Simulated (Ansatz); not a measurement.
# C4H9FOSi: the cost of one run

Method: RKS B3LYP-D4/6-31G, in Ansatz 0.2.0.

## 1. The structure to begin with

Bond lengths (14 of 15 bonds, heavy atoms first): C1–C2 1.342 Å, C2–F3 1.319 Å, C2–O4 1.347 Å, O4–C5 1.391 Å, C5–C6 1.551 Å, C5–Si7 1.931 Å, C1–H8 1.030 Å, C1–H9 1.121 Å, C5–H10 1.084 Å, C6–H11 1.074 Å, C6–H12 1.084 Å, C6–H13 1.078 Å, Si7–H14 1.459 Å, Si7–H15 1.459 Å. Angles (14 of 25 angles, heavy atoms first): C1–C2–F3 115.5°, C1–C2–O4 126.1°, F3–C2–O4 118.4°, C2–O4–C5 118.5°, O4–C5–C6 107.7°, O4–C5–Si7 116.6°, C6–C5–Si7 111.1°, C2–C1–H8 122.4°, C2–C1–H9 114.4°, O4–C5–H10 109.3°, C6–C5–H10 107.0°, Si7–C5–H10 104.8°, C5–C6–H11 108.9°, C5–C6–H12 110.4°.

Coordinates:

```xyz
16

C    -0.3266   -2.7136   -1.3223
C     0.1794   -1.5854   -0.8009
F     1.4623   -1.6252   -0.4963
O    -0.4952   -0.4398   -0.5819
C     0.1854    0.6354   -0.0213
C    -0.5038    1.9356   -0.5105
Si    0.3754    0.6295    1.9007
H     0.2544   -3.5426   -1.5138
H    -1.4203   -2.6623   -1.5613
H     1.2008    0.6543   -0.3997
H    -0.5537    1.9205   -1.5835
H    -1.5222    1.9856   -0.1426
H    -0.0263    2.8504   -0.2003
H     1.0214   -0.5881    2.3797
H     1.1321    1.7955    2.3436
H    -0.9860    0.7276    2.5550
```

## 2. Relaxing end A

The input, input.yaml:

```yaml
crystal:
  periodic: [false, false, false]
  atoms:
    - { symbol: C, position_ang: [-0.3266, -2.7136, -1.3223] }
    - { symbol: C, position_ang: [0.1794, -1.5854, -0.8009] }
    - { symbol: F, position_ang: [1.4623, -1.6252, -0.4963] }
    - { symbol: O, position_ang: [-0.4952, -0.4398, -0.5819] }
    - { symbol: C, position_ang: [0.1854, 0.6354, -0.0213] }
    - { symbol: C, position_ang: [-0.5038, 1.9356, -0.5105] }
    - { symbol: Si, position_ang: [0.3754, 0.6295, 1.9007] }
    - { symbol: H, position_ang: [0.2544, -3.5426, -1.5138] }
    - { symbol: H, position_ang: [-1.4203, -2.6623, -1.5613] }
    - { symbol: H, position_ang: [1.2008, 0.6543, -0.3997] }
    - { symbol: H, position_ang: [-0.5537, 1.9205, -1.5835] }
    - { symbol: H, position_ang: [-1.5222, 1.9856, -0.1426] }
    - { symbol: H, position_ang: [-0.0263, 2.8504, -0.2003] }
    - { symbol: H, position_ang: [1.0214, -0.5881, 2.3797] }
    - { symbol: H, position_ang: [1.1321, 1.7955, 2.3436] }
    - { symbol: H, position_ang: [-0.986, 0.7276, 2.555] }
basis:
  gaussian: { orbitals: "6-31G" }
hamiltonian:
  xc: b3lyp
  dispersion: d4
relax:
  f_tol: 0.015
  max_steps: 40
```

Command:

```console
$ ansatz run input.yaml --threads 1 --pin off --max-ram 2048MiB --backend cpu --events-out ev --progress --plain --runs-dir out
```

Q: Estimate wall time and peak memory on 1 thread of Intel Xeon at 2.50GHz (Skylake/Cascade Lake), shared host.

About 7.1 min, with a peak of 0.24 GiB.
